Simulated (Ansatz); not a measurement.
# K3H8: the cost of one run

Program: Ansatz 0.2.0. Level of theory: DFT PBE, scalar-relativistic, plane waves, PAW. These are calculated values, not measurements.

## Step 1: The system as given

It takes space group P4/mmm (No. 123, tetragonal). The conventional cell has a = 5.690 Å, b = 5.690 Å, c = 5.505 Å, α = 90.00°, β = 90.00°, γ = 90.00°. K (site symmetry 4/mmm) is surrounded by 8 H at 1.96 Å. K (site symmetry mmm) has 4 H at 2.46 Å as nearest neighbours. H (site symmetry m) has 1 H at 0.97 Å as nearest neighbours.

Coordinates:

```
K H
1.0
     5.69045    0.00000    0.00000
     0.00000    5.69045    0.00000
     0.00000    0.00000    5.50470
K H
3 8
Cartesian
  0.0000 0.0000 2.7523
  0.0000 2.8452 0.0000
  2.8452 0.0000 0.0000
  3.7903 0.0000 2.2688
  1.9001 0.0000 2.2688
  0.0000 3.7903 2.2688
  0.0000 1.9001 2.2688
  1.9001 0.0000 3.2359
  3.7903 0.0000 3.2359
  0.0000 3.7903 3.2359
  0.0000 1.9001 3.2359
```

A structure generator made this guess: random cell by space group and Wyckoff sites (P4/mmm, No. 123). Its size is a rough estimate.

## Step 2: The guess as it stands, on a coarse mesh

Input file input.yaml:

```yaml
crystal:
  lattice:
    - [5.69044619, 0.0, 0.0]
    - [0.0, 5.69044619, 0.0]
    - [0.0, 0.0, 5.50469751]
  atoms:
    - { symbol: K, position: [0.0, 0.0, 0.5] }
    - { symbol: K, position: [0.0, 0.5, 0.0] }
    - { symbol: K, position: [0.5, 0.0, 0.0] }
    - { symbol: H, position: [0.66608356, 0.0, 0.41216562] }
    - { symbol: H, position: [0.33391644, 0.0, 0.41216562] }
    - { symbol: H, position: [0.0, 0.66608356, 0.41216562] }
    - { symbol: H, position: [0.0, 0.33391644, 0.41216562] }
    - { symbol: H, position: [0.33391644, 0.0, 0.58783438] }
    - { symbol: H, position: [0.66608356, 0.0, 0.58783438] }
    - { symbol: H, position: [0.0, 0.66608356, 0.58783438] }
    - { symbol: H, position: [0.0, 0.33391644, 0.58783438] }
basis:
  ecutwfc: 420
kpoints:
  mp_grid: { grid: [4, 4, 4] }
hamiltonian:
  xc: pbe
scf:
  occupations: { method: gaussian, width: 0.1 }
  lower_state_search: "off"
output:
  forces: true
  stress: true
  eigenvalues: true
```

Started as:

```console
$ ansatz run input.yaml --threads 1 --pin off --max-ram 2560MiB --backend cpu --events-out ev --progress --plain --runs-dir out
```

**Question.** How long does this run take on 1 thread of Arm Neoverse N1, shared host, and how much memory does it need?

About 11 s, with a peak of 0.4 GiB.
